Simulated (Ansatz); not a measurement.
# CH2BClF2: a nudged elastic band in two tries

Aim: a band of images between two relaxed ends for this system. SMILES of the start: FB(F)CCl.

All numbers below are computed with Ansatz 0.2.0 (RKS PBE-D4/def2-SVP).

## Step 1: The starting structure

Bond lengths: F1–B2 1.330 Å, B2–F3 1.330 Å, B2–C4 1.577 Å, C4–Cl5 1.821 Å, C4–H6 1.106 Å, C4–H7 1.106 Å. Angles: F1–B2–F3 117.3°, F1–B2–C4 121.3°, F3–B2–C4 121.3°, B2–C4–Cl5 102.4°, B2–C4–H6 114.2°, B2–C4–H7 114.2°, Cl5–C4–H6 107.7°, Cl5–C4–H7 107.7°, H6–C4–H7 110.0°.

Structure file:

```xyz
7

F    -0.8857   -1.6949    0.3806
B     0.1038   -0.8926   -0.0007
F     1.1554   -1.4572   -0.5868
C     0.0210    0.6684    0.2083
Cl   -0.7755    1.2266   -1.3312
H     1.0042    1.1697    0.2783
H    -0.6231    0.9799    1.0515
```

## Step 2: First attempt

File input.yaml:

```yaml
crystal:
  periodic: [false, false, false]
  atoms:
    - { symbol: F, position_ang: [-0.885732, -1.694928, 0.380562] }
    - { symbol: B, position_ang: [0.103775, -0.89256, -0.000689] }
    - { symbol: F, position_ang: [1.155394, -1.457209, -0.586825] }
    - { symbol: C, position_ang: [0.021008, 0.668443, 0.208318] }
    - { symbol: Cl, position_ang: [-0.775544, 1.226565, -1.331209] }
    - { symbol: H, position_ang: [1.004151, 1.169744, 0.278346] }
    - { symbol: H, position_ang: [-0.62306, 0.979946, 1.051486] }
magnetization:
  spin_polarized: true
  initial_magnetization: 1
basis:
  gaussian: { orbitals: def2-SVP }
hamiltonian:
  xc: pbe
  dispersion: d4
neb:
  order_check: false
  images: 7
  f_tol: 0.05
  max_iterations: 8
  initial_path: idpp
  spring: 20.0
  final_atoms:
    - { symbol: F, position_ang: [-0.74554332, -1.66609227, -0.68819963] }
    - { symbol: B, position_ang: [0.09807713, -0.91209173, -0.00069798] }
    - { symbol: F, position_ang: [1.07025755, -1.53178975, 0.66892079] }
    - { symbol: C, position_ang: [0.01774002, 0.66083671, 0.06660843] }
    - { symbol: Cl, position_ang: [-1.33550161, 1.36943015, -0.87307323] }
    - { symbol: H, position_ang: [0.97188479, 1.09665172, -0.29905622] }
    - { symbol: H, position_ang: [-0.07692256, 0.98305617, 1.12548684] }
```

The run is started by

```bash
$ ansatz run input.yaml --threads 1 --pin off --max-ram 2048MiB --backend cpu --events-out ev --progress --plain --runs-dir out
```

Q: Predict the outcome of this session. Wanted: first try.

**Answer**, as computed:

```
 quantity                                                                                                    value
first try                                                                                                  refused
    cause  the number of unpaired electrons doesn't fit the number of electrons: even goes with even, odd with odd
```

In words: The fault in the first input was caught at the input check and cost nothing.
